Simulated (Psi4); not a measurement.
# BHLYP/def2-TZVP run of GeH4 (SMILES [GeH4])

Aim: the vertical singlet–triplet gap of GeH4 at BHLYP/def2-TZVP, from 2 runs. 

The results are computed with Psi4 1.11.

1 further run of the same task is left out (set aside as unsound or not needed).

### Step 1. The molecule

GeH4 has 5 atoms, charge 0, and is taken as a singlet. As SMILES, `[GeH4]`. Geometry: relaxed at PBE0-D4/def2-TZVP.

Bond lengths: Ge1–H2 1.534 Å, Ge1–H3 1.534 Å, Ge1–H4 1.534 Å, Ge1–H5 1.534 Å. Angles: H2–Ge1–H3 109.5°, H2–Ge1–H4 109.5°, H2–Ge1–H5 109.5°, H3–Ge1–H4 109.5°, H3–Ge1–H5 109.5°, H4–Ge1–H5 109.5°.

### Step 2. A single-point energy at BHLYP/def2-TZVP

Contents of job.json:

```json
{
 "schema_name": "qcschema_input",
 "schema_version": 1,
 "molecule": {
  "schema_name": "qcschema_molecule",
  "schema_version": 2,
  "symbols": ["Ge", "H", "H", "H", "H"],
  "geometry": [0.00018897, 0.00018897, 0.0, 2.16959456, -1.42919987, 1.2861476, -2.34099272, -0.05669178, 1.70869036, -0.62209784, -1.26441575, -2.53336684, 0.79330703, 2.7503074, -0.46128215],
  "molecular_charge": 0,
  "molecular_multiplicity": 1,
  "fix_symmetry": "c1"
 },
 "driver": "energy",
 "model": {
  "method": "bhhlyp",
  "basis": "def2-TZVP"
 },
 "keywords": {
  "puream": true,
  "e_convergence": 1e-09,
  "d_convergence": 1e-08,
  "scf_type": "pk",
  "dft_radial_points": 99,
  "dft_spherical_points": 590
 }
}
```

The run is started by

```bash
$ psi4 --qcschema job.json -n 1 --memory 1600MB
```

stdout:

```text
[...]
  Running in c1 symmetry.
[...]
  Nuclear repulsion =   45.420424253290960
[...]
  Multiplicity = 1
[...]
  Nalpha       = 18
  Nbeta        = 18
[...]
    Number of basis functions: 72
[...]
   @RKS iter   1: -2077.75071265068982   -1.90394e+00   4.20958e-02 DIIS/ADIIS
[...]
   @RKS iter   9: -2079.36453566459295   -8.18545e-12   3.19172e-09 DIIS
[...]
    Orbital Energies [Eh]
    ---------------------
    Doubly Occupied:
       1A   -401.217609     2A    -50.675142     3A    -45.030968
       4A    -45.030967     5A    -45.030967     6A     -6.584881
       7A     -4.682157     8A     -4.682156     9A     -4.682155
      10A     -1.373563    11A     -1.373562    12A     -1.373560
      13A     -1.370506    14A     -1.370505    15A     -0.638983
      16A     -0.400424    17A     -0.400399    18A     -0.400387
[...]
  @RKS Final Energy: -2079.36453566459295
   => Energetics <=
    Nuclear Repulsion Energy =             45.4204242532909603
    One-Electron Energy =               -2987.8847560507492744
    Two-Electron Energy =                 904.2090722463857446
    DFT Exchange-Correlation Energy =     -41.1092761135203588
    Empirical Dispersion Energy =           0.0000000000000000
    VV10 Nonlocal Energy =                  0.0000000000000000
    Total Energy =                      -2079.3645356645929496
[...]
 Multipole Moments:
 ------------------------------------------------------------------------------------
     Multipole            Electronic (a.u.)      Nuclear  (a.u.)        Total (a.u.)
 ------------------------------------------------------------------------------------
 L = 1.  Multiply by 2.5417464519 to convert [e a0] to [Debye]
 Dipole X            :          0.0007009           -0.0005051            0.0001958
 Dipole Y            :          0.0005401           -0.0004041            0.0001360
 Dipole Z            :         -0.0001255            0.0001010           -0.0000244
 Magnitude           :                                                    0.0002396
[...]
```

The result, in JSON:

```text
{
 "driver": "energy",
 "model": {
  "method": "bhhlyp",
  "basis": "def2-TZVP"
 },
 "success": true,
 "return_result": -2079.364535664593,
 "properties": {
  "calcinfo_nbasis": 72,
  "calcinfo_nmo": 72,
  "calcinfo_nalpha": 18,
  "calcinfo_nbeta": 18,
  "calcinfo_natom": 5,
  "nuclear_repulsion_energy": 45.42042425329096,
  "return_energy": -2079.364535664593,
  "scf_one_electron_energy": -2987.8847560507493,
  "scf_two_electron_energy": 904.2090722463857,
  "scf_xc_energy": -41.10927611352036,
  "scf_dipole_moment": [0.00019579847610637358, 0.00013599937461639122, -2.4438673059401506e-05],
  "scf_total_energy": -2079.364535664593,
  "scf_iterations": 9
 }
}
```

It took 6.9 s on 1 thread of Intel Xeon 6975P-C (Granite Rapids), shared host; peak memory 0.84 GiB.

### Step 3. The triplet: energy and gradient at UBHLYP/def2-TZVP

Contents of geh4.in:

```
memory 1600 MB

molecule geom {
  0 3
  Ge
  H 1 1.534034
  H 1 1.534065 2 109.4623
  H 1 1.534104 2 109.46631 3 -119.97844
  H 1 1.534155 2 109.48738 3 120.00406
  symmetry c1
  no_reorient
  no_com
}

set reference uks
set puream true
set e_convergence 1e-09
set d_convergence 1e-08
set scf_type pk
set dft_radial_points 99
set dft_spherical_points 590
set maxiter 100

E, wfn = gradient("bhhlyp/def2-TZVP", return_wfn=True)
oeprop(wfn, "DIPOLE", "MAYER_INDICES", "WIBERG_LOWDIN_INDICES", title="BHHLYP")
print_variables()
```

The run is started by

```bash
$ psi4 geh4.in geh4.out -n 1
```

geh4.out:

```text
[...]
  Running in c1 symmetry.
[...]
  Nuclear repulsion =   45.420429690593423
[...]
  Multiplicity = 3
[...]
  Nalpha       = 19
  Nbeta        = 17
[...]
    Number of basis functions: 72
[...]
   @UKS iter   1: -2077.53636477058717   -1.68959e+00   4.13713e-02 DIIS/ADIIS
[...]
   @UKS iter  24: -2079.05190204192149   -1.13687e-11   6.26817e-09 DIIS
[...]
   @S^2 Observed:                2.002578563E+00
[...]
    Orbital Energies [Eh]
    ---------------------
    Alpha Occupied:
       1A   -401.244800     2A    -50.704075     3A    -45.062524
       4A    -45.057904     5A    -45.057903     6A     -6.615663
       7A     -4.719903     8A     -4.707673     9A     -4.707673
      10A     -1.411801    11A     -1.403796    12A     -1.403793
      13A     -1.395690    14A     -1.395686    15A     -0.708868
      16A     -0.516300    17A     -0.427854    18A     -0.427838
      19A     -0.093797
    Alpha Virtual:
      20A      0.055368    21A      0.055388    22A      0.056180
      23A      0.181901    24A      0.185066    25A      0.185075
[...]
  @UKS Final Energy: -2079.05190204192149
   => Energetics <=
    Nuclear Repulsion Energy =             45.4204296905934228
    One-Electron Energy =               -2986.5662787800979459
    Two-Electron Energy =                 903.1746563675795869
    DFT Exchange-Correlation Energy =     -41.0807093199965792
    Empirical Dispersion Energy =           0.0000000000000000
    VV10 Nonlocal Energy =                  0.0000000000000000
    Total Energy =                      -2079.0519020419214939
[...]
  -Total Gradient:
     Atom            X                  Y                   Z
    ------   -----------------  -----------------  -----------------
       1       -0.000042890547     0.160703148479    -0.056741191337
       2       -0.000001659241    -0.004531172110    -0.004760853227
       3        0.000043551858    -0.153118670663     0.054088535345
       4        0.005177875506    -0.001552205874     0.003715113232
       5       -0.005176736723    -0.001501281201     0.003698464430
[...]
 Multipole Moments:
 ------------------------------------------------------------------------------------
     Multipole            Electronic (a.u.)      Nuclear  (a.u.)        Total (a.u.)
 ------------------------------------------------------------------------------------
 L = 1.  Multiply by 2.5417464519 to convert [e a0] to [Debye]
 Dipole X            :          0.0001690           -0.0004491           -0.0002801
 Dipole Y            :          0.2788772            0.0004563            0.2793334
 Dipole Z            :         -0.0983767           -0.0001341           -0.0985108
 Magnitude           :                                                    0.2961952
[...]
```

Wall time 20 s (1 thread of Intel Xeon 6975P-C (Granite Rapids), shared host); peak memory 0.84 GiB.

### Step 4. Outcome

At BHLYP/def2-TZVP:

| quantity | value |
| --- | --- |
| singlet: total energy | -2079.36454 Eh |
| singlet: dipole moment | 0.00 D |
| singlet: HOMO energy | -10.90 eV |
| singlet: LUMO energy | 1.84 eV |
| singlet: HOMO–LUMO gap | 12.73 eV |
| triplet: total energy | -2079.05190 Eh |
| triplet: dipole moment | 0.75 D |
| triplet: HOMO energy (highest over α and β) | -2.55 eV |
| triplet: ⟨S²⟩ | 2.003 |
| triplet: largest force on an atom | 8.764 eV/Å |
| vertical energy of the triplet above the singlet | 8.507 eV |

In words: At this shape the triplet lies 8.51 eV (821 kJ/mol) above the singlet.
